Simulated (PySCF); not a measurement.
# A diatomic session: InO+

One table from this session's results is given with a row withheld; the runs are named, their logs left out.

Computed with PySCF 2.14.0. Level: In def2-SVP with ECP28, O def2-SVP, scalar-relativistic core potentials.

Set-up of the first run:

Settings of the job:

```
atoms                         : In, O
charge                        : 1
basis                         : In def2-SVP with ECP28, O def2-SVP
Hamiltonian                   : scalar-relativistic core potentials
basis functions               : 40
electrons treated             : 28
masses in u                   : 114.9039, 15.9949
levels                        : PBE0, PBE, r²SCAN, MN15, LDA, BHandHLYP, LC-ωPBE, HF, MP2, SCS-MP2, CCSD, CCSD(T)
grid                          : 80 radial by 434 angular points
occupations                   : held fixed by the projection of orbital angular momentum
dissociation limit            : In+ + O, each in its ground configuration
starting distance in angstrom : 2.090
values of 2S to try           : 0, 2
```

Launch:

```bash
> OMP_NUM_THREADS=1 python dia.py task.json out
```

Among the steps run: Input; PBE0 along the bond; Higher solutions at PBE0; PBE (GGA); r²SCAN (meta-GGA); MN15; LDA; BHandHLYP (global hybrid GGA); LC-ωPBE; UHF; Correlated methods on the Hartree–Fock reference.

One table of the session follows, with a row left open; its other results are not shown here.

| level | Re (Å) | ωe (cm⁻¹) | De (eV) |
| --- | --- | --- | --- |
| UHF | 3.214 | 88.9 | 0.153 |
| UHF-MP2 | 3.037 | 110.4 | 0.217 |
| UHF-SCS-MP2 | 3.057 | 108.3 | 0.212 |
| UHF-CCSD | 3.037 | 111.1 | 0.222 |
| UHF-CCSD(T) | 3.011 | 115.2 | 0.233 |
| LDA | 2.714 | 191.0 | 0.56 |
| PBE | ? | ? | ? |
| r²SCAN | 2.846 | 153.4 | 0.356 |
| PBE0 | 2.893 | 141.9 | 0.319 |
| MN15 | 2.876 | 148.0 | 0.339 |
| BHandHLYP | 2.957 | 126.0 | 0.259 |
| LC-ωPBE | 2.903 | 137.5 | 0.290 |

**Question.** Estimate the row for PBE.

The run gave: Re (Å): 2.861; ωe (cm⁻¹): 153.7; De (eV): 0.407. In the column «Re (Å)» it lies between r²SCAN (2.846) and MN15 (2.876).

De is counted to In+ + O in their ground configurations. A positive dipole points from In to O; in an ion it is taken about the centre of mass and does not tell which atom is negative.

Time per point (s) on 1 thread of Intel Xeon Platinum 8488C, shared host (CPU time, shared integrals of 0.079 s apart; correlated levels include their reference; CCSD comes with the CCSD(T) run); the times are rough: UHF 0.066, UHF-MP2 0.1, UHF-SCS-MP2 0.1, UHF-CCSD(T) 2.1, LDA 0.18, PBE 0.33, r²SCAN 0.43, PBE0 0.55, MN15 0.43, BHandHLYP 0.27, LC-ωPBE 0.49.

Limits of these values: Lowest PBE0 solution found, without spin–orbit coupling: ³Σ⁻ (triplet), unpaired electrons π ↑↑. The bond is weak, and basis-set superposition, which was not computed, may be a sizeable part of it. Warnings in the runs' records: inverted.
